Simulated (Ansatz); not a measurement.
**Sr3Sc in Ansatz: convergence with k mesh**

Input of the first run (k mesh 2 × 2 × 2); the others differ in this setting and in those tied to it:

Contents of input.yaml:

```yaml
crystal:
  lattice:
    - [-2.781317, 2.781317, 5.78673]
    - [2.781317, -2.781317, 5.78673]
    - [2.781317, 2.781317, -5.78673]
  atoms:
    - { symbol: Sr, position: [0.5, 0.5, 0.0] }
    - { symbol: Sr, position: [0.25, 0.75, 0.5] }
    - { symbol: Sr, position: [0.75, 0.25, 0.5] }
    - { symbol: Sc, position: [0.0, 0.0, 0.0] }
hamiltonian:
  xc: r2scan
  pseudopotentials: { kind: paw }
kpoints:
  mp_grid: { grid: [2, 2, 2] }
scf:
  occupations: { method: fermi_dirac, width: 0.05 }
output:
  forces: true
  stress: true
  eigenvalues: true
```

Potentials or basis: Ansatz PAW.

The run is started by

```bash
$ ansatz run input.yaml --threads 2 --pin off --max-ram 5632MiB --backend cpu --events-out ev --progress --plain --runs-dir out
```

The cell comes from a database or a generator and needn't be the stable form of this composition.

Hardware: 2 threads of Arm Neoverse V2, with other jobs on the host.

| k mesh | energy less the tightest run, at zero smearing (meV/atom) | pressure (GPa) | SCF cycles | CPU time (s) | peak memory (GiB) |
| --- | --- | --- | --- | --- | --- |
| 2 × 2 × 2 | -34.81 | 0.38 | 10 | 7.9 | 1 |
| 3 × 3 × 3 | -4.92 | 0.62 | 10 | 8.9 | 1 |
| 4 × 4 × 4 | 2.56 | 0.49 | 10 | 12 | 1.1 |
| 5 × 5 × 5 | 0.76 | 0.44 | 10 | 15 | 1.1 |
| 6 × 6 × 6 | -1.02 | 0.45 | 9 | 24 | 1.2 |
| 8 × 8 × 8 | 0.10 | 0.45 | 9 | 42 | 1.2 |
| 9 × 9 × 9 | 0.07 | 0.45 | 9 | 43 | 1.3 |
| 11 × 11 × 11 | 0.00 | 0.46 | 9 | 69 | 1.4 |

Against the tightest run, the energy stays within 1 meV/atom from 8 × 8 × 8 on; the pressure stays within 0.1 GPa from 4 × 4 × 4 on. Meshes of other sizes hit other points, so gaps and Fermi surfaces needn't settle smoothly. The tightest run that finished is the yardstick and may itself not be fully converged.

Caveat, for the tightest run too: the PAW data sets come from PBE, with cores solved anew for the run's functional, which leaves a small shift of forces and pressure.
